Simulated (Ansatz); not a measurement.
Geometry optimisation, Ansatz, DFT PBE-D3(BJ), scalar-relativistic, plane waves, PAW.

Input:

```yaml
crystal:
  lattice:
    - [7.67918, 0.0, 0.0]
    - [3.83959, 6.650365, 0.0]
    - [0.0, 0.0, 18.418765]
  atoms:
    - { symbol: H, position: [0.1666667, 0.1666667, 0.0542925] }
    - { symbol: H, position: [0.6666667, 0.1666667, 0.0542925] }
    - { symbol: H, position: [0.1666667, 0.6666667, 0.0542925] }
    - { symbol: H, position: [0.6666667, 0.6666667, 0.0542925] }
    - { symbol: Si, position: [0.1666667, 0.1666667, 0.1357311] }
    - { symbol: Si, position: [0.6666667, 0.1666667, 0.1357311] }
    - { symbol: Si, position: [0.1666667, 0.6666667, 0.1357311] }
    - { symbol: Si, position: [0.6666667, 0.6666667, 0.1357311] }
    - { symbol: Si, position: [-0.1666667, 0.3333333, 0.178283] }
    - { symbol: Si, position: [0.3333333, 0.3333333, 0.178283] }
    - { symbol: Si, position: [-0.1666667, 0.8333333, 0.178283] }
    - { symbol: Si, position: [0.3333333, 0.8333333, 0.178283] }
    - { symbol: Si, position: [-0.1666667, 0.3333333, 0.3059386] }
    - { symbol: Si, position: [0.3333333, 0.3333333, 0.3059386] }
    - { symbol: Si, position: [-0.1666667, 0.8333333, 0.3059386] }
    - { symbol: Si, position: [0.3333333, 0.8333333, 0.3059386] }
    - { symbol: Si, position: [0.0, 0.0, 0.3484905] }
    - { symbol: Si, position: [0.5, 0.0, 0.3484905] }
    - { symbol: Si, position: [0.0, 0.5, 0.3484905] }
    - { symbol: Si, position: [0.5, 0.5, 0.3484905] }
    - { symbol: Cl, position: [0.0092708, 0.5023162, 0.5157113] }
    - { symbol: H, position: [-0.0495509, 0.3839966, 0.5401429] }
basis:
  ecutwfc: 420.0
kpoints:
  mp_grid: { grid: [2, 2, 1] }
hamiltonian:
  xc: pbe
  dispersion: d3bj
  pseudopotentials: { kind: paw, azcp: { folder: soft_1 } }
scf:
  occupations: { method: gaussian, width: 0.02 }
  lower_state_search: "off"
relax:
  f_tol: 0.03
  max_steps: 60
  adjacent_minimum: "off"
  constraints: [{ sites: [0, 1, 2, 3, 4, 5, 6, 7] }]
output:
  write_density: true
  write_potential: true
  elf: true
  volumetric_format: npy
```

Run as:

```bash
$ ansatz run input.yaml --threads 1 --pin off --max-ram 3072MiB --backend cpu --events-out ev --progress --plain --runs-dir out
```

Problem. Where does it end, and by what steps?

Solution. The forces met the threshold. The force dipped under the threshold on the way, but the program's further checks kept it going. Limits of this set-up: coarse k mesh, thin slab, slab without dipole correction. After 27 steps the energy has fallen by 3.706 eV; H22 moved furthest, 3.47 Å. Parted: Cl21–H22. Joined: Si17–H22, Si19–Cl21.

```csv
step,energy less start (eV),largest force component (eV/Å),accepted
0,0.0000,1.322,yes
1,-0.2951,0.727,yes
2,-0.4245,0.430,yes
3,-0.5256,0.400,yes
4,-0.7286,0.696,yes
5,-0.8916,0.485,yes
6,-0.9835,0.396,yes
7,-1.0202,0.226,yes
8,-1.0449,0.282,yes
9,-1.0689,0.267,yes
10,-1.1013,0.164,yes
11,-1.1416,0.146,yes
12,-1.1896,0.222,yes
13,-1.2417,0.358,yes
14,-1.3207,0.436,yes
15,-1.4789,0.822,yes
16,-1.8130,1.151,yes
17,-2.3588,1.498,yes
18,-2.8682,1.133,yes
19,-3.2473,0.689,yes
20,-3.4312,0.586,yes
21,-3.5560,0.284,yes
22,-3.6302,0.181,yes
23,-3.6689,0.272,yes
24,-3.7011,0.122,yes
25,-3.7051,0.069,yes
26,-3.7057,0.017,yes
27,-3.7057,0.017,yes
```

```xyz
22
Lattice="7.6792 0.0000 0.0000 3.8396 6.6504 0.0000 0.0000 0.0000 18.4188" Properties=species:S:1:pos:R:3
H 1.920 1.108 1.000
H 5.759 1.108 1.000
H 3.840 4.434 1.000
H 7.679 4.434 1.000
Si 1.920 1.108 2.500
Si 5.759 1.108 2.500
Si 3.840 4.434 2.500
Si 7.679 4.434 2.500
Si -0.003 2.223 3.273
Si 3.839 2.197 3.296
Si 1.923 5.543 3.219
Si 5.760 5.547 3.265
Si -0.125 2.341 5.611
Si 3.932 2.474 5.694
Si 1.921 5.640 5.558
Si 5.695 5.525 5.636
Si -0.016 0.117 6.352
Si 3.765 0.175 5.791
Si 1.846 3.410 6.304
Si 5.803 3.438 6.791
Cl 1.843 3.464 8.402
H -0.062 0.047 7.850
```

Time of the run: 6.6 min on 1 thread of Arm Neoverse V1, on a shared host, peak memory 0.98 GiB.
